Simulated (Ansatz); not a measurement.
**NbB2 (P6/mmm): scan of the energy under strain in Python**

What does a strain cost in NbB2 (P6/mmm)? Aim: a scan of the energy under strain, for NbB2 (P6/mmm), run from a script.

The COD entry's cell or inner coordinates are ideal or old and differ from later refinements, so a difference from it is no clean test against experiment.

Computed with Ansatz 0.2.0, driven from Python. Level of theory: DFT PBEsol, plane waves, PAW.

### Step 1. The system

Symmetry: P6/mmm, No. 191, hexagonal system. The conventional cell has a = 3.086 Å, b = 3.086 Å, c = 3.306 Å, α = 90.00°, β = 90.00°, γ = 120.00°. Around Nb (site symmetry 6/mmm) lie 12 B at 2.43 Å. B (site symmetry -6m2) has 3 B at 1.78 Å and 6 Nb at 2.43 Å as nearest neighbours.

The script holds or builds the structure itself.

### Step 2. The script

The input, strain.py:

```python
"""Energy of NbB2 under uniaxial strain, ions carried with the cell."""

import warnings

import ansatz as az
import matplotlib.pyplot as plt
import numpy as np

FUNCTIONAL = "pbesol"
SIGMA = 0.05
CUTOFF_EV = 510
MESH = (13, 13, 11)

vectors0 = np.array([
    [3.086, 0.0, 0.0],
    [-1.543, 2.6725544, 0.0],
    [0.0, 0.0, 3.306],
])
sites = [
    ("Nb", (0.0, 0.0, 0.0)),
    ("B", (1 / 3, 2 / 3, 0.5)),
    ("B", (2 / 3, 1 / 3, 0.5)),
]


def crystal_on(cell):
    crystal = az.Crystal(lattice=az.Lattice.of(cell))
    for symbol, position in sites:
        crystal = crystal.atom(symbol, position)
    return crystal

warnings.simplefilter("ignore", az.DeckWarning)

# clamped ions: the fractional positions stay as typed
values = np.linspace(-0.05, 0.05, 7)
energies = []
for d in values:
    strain = np.diag([0, 0, d])
    cell = vectors0 @ (np.eye(3) + strain)
    calc = (
        crystal_on(cell).calculation()
        .functional(FUNCTIONAL)
        .occupations(az.OccupationsMethod.FERMI_DIRAC, width=SIGMA)  # smearing steadies the SCF of a metal
        .basis(CUTOFF_EV)  # cutoff of the orbital basis
        .kpoints(*MESH)  # the mesh must be finer for metals
    )
    report = calc.run(threads=1, pin="off").report
    energies.append(report["free_energy_ev"] / len(sites))
    print(f"d = {d:+.4f}  F = {energies[-1]:.5f} eV/atom")
energies = np.array(energies)

for value, e in zip(values, energies):
    print(f"strain {value:7.3f}   E - Emin = {1000 * (e - energies.min()):9.3f} meV/atom")
plt.figure(figsize=(4.5, 3))
plt.plot(values, 1000 * (energies - energies.min()), "o-")
plt.xlabel("strain")
plt.ylabel("meV/atom")
plt.tight_layout()
plt.savefig("strain.png", dpi=100)
curvature = 2 * np.polyfit(values, energies, 3)[1]
volume = abs(np.linalg.det(vectors0)) / len(sites)
print(f"d2E/dd2 over the volume: {curvature / volume * 160.21766:.1f} GPa")
```

### Step 3. The input behind the calls

The engine receives this input (first run):

```yaml
crystal:
  lattice:
    - [3.086, 0.0, 0.0]
    - [-1.543, 2.6725544, 0.0]
    - [0.0, 0.0, 3.1407]
  atoms:
    - { symbol: Nb, position: [0.0, 0.0, 0.0] }
    - { symbol: B, position: [0.3333333333333333, 0.6666666666666666, 0.5] }
    - { symbol: B, position: [0.6666666666666666, 0.3333333333333333, 0.5] }
basis:
  ecutwfc: 510.0
kpoints:
  mp_grid:
    grid: [13, 13, 11]
hamiltonian:
  xc: pbesol
scf:
  occupations:
    method: fermi_dirac
    width: 0.05
```

### Step 4. The run

Command:

```console
$ python strain.py
```

What it wrote:

```text
d = -0.0500  F = -1601.02000 eV/atom
d = -0.0333  F = -1601.03999 eV/atom
d = -0.0167  F = -1601.05077 eV/atom
d = +0.0000  F = -1601.05331 eV/atom
d = +0.0167  F = -1601.04866 eV/atom
d = +0.0333  F = -1601.03758 eV/atom
d = +0.0500  F = -1601.02146 eV/atom
strain  -0.050   E - Emin =    33.315 meV/atom
strain  -0.033   E - Emin =    13.323 meV/atom
strain  -0.017   E - Emin =     2.541 meV/atom
strain   0.000   E - Emin =     0.000 meV/atom
strain   0.017   E - Emin =     4.656 meV/atom
strain   0.033   E - Emin =    15.737 meV/atom
strain   0.050   E - Emin =    31.849 meV/atom
d2E/dd2 over the volume: 459.7 GPa
```

It took 23 s on 1 thread of Arm Neoverse V1, shared host; peak memory 0.36 GiB.

### Step 5. Inputs of later runs

The engine's inputs for some of the other runs:

Run 2, against run 1:

```diff
@@ -5 +5 @@
-    - [0.0, 0.0, 3.1407]
+    - [0.0, 0.0, 3.1958]
```

Run 5, against run 1:

```diff
@@ -5 +5 @@
-    - [0.0, 0.0, 3.1407]
+    - [0.0, 0.0, 3.3611]
```

Run 7, against run 1:

```diff
@@ -5 +5 @@
-    - [0.0, 0.0, 3.1407]
+    - [0.0, 0.0, 3.4713000000000003]
```

### Step 6. The engine's runs

From the records of these 7 runs:

| run | strain | energy from run 4 (meV/atom) | SCF cycles | CPU time (s) |
| --- | --- | --- | --- | --- |
| 1 | -0.050 | 33.32 | 6 | 3.3 |
| 2 | -0.033 | 13.32 | 6 | 2.5 |
| 3 | -0.017 | 2.54 | 6 | 2.8 |
| 4 | 0.000 | 0.00 | 6 | 3 |
| 5 | 0.017 | 4.66 | 6 | 2.9 |
| 6 | 0.033 | 15.74 | 6 | 2.9 |
| 7 | 0.050 | 31.85 | 6 | 3.1 |

Energies are free energies F = E - TS of the smeared occupations. 

### Step 7. Summary of results

| quantity | value |
| --- | --- |
| curvature under the strain | 459.7 GPa |
| runs compared | 7 |
| range of energy | 33.32 meV/atom |
| lowest point, strain | 0.000 |

Against the unstrained cell the energy per atom changes by +33.32 meV at one end of the scan and +31.85 meV at the other, and its second derivative over the volume is 459.7 GPa. No spin polarisation was allowed. The curvature belongs to this strain pattern and to the cell's stress; it equals a single elastic constant only for simple patterns. In a metal a curvature from energy changes of a few meV or less hangs on mesh and smearing, in size and even in sign. Of the deposited cell: the entry's cell lengths or inner coordinates differ somewhat from later room-temperature determinations. The ions keep their fractional positions (clamped ions).
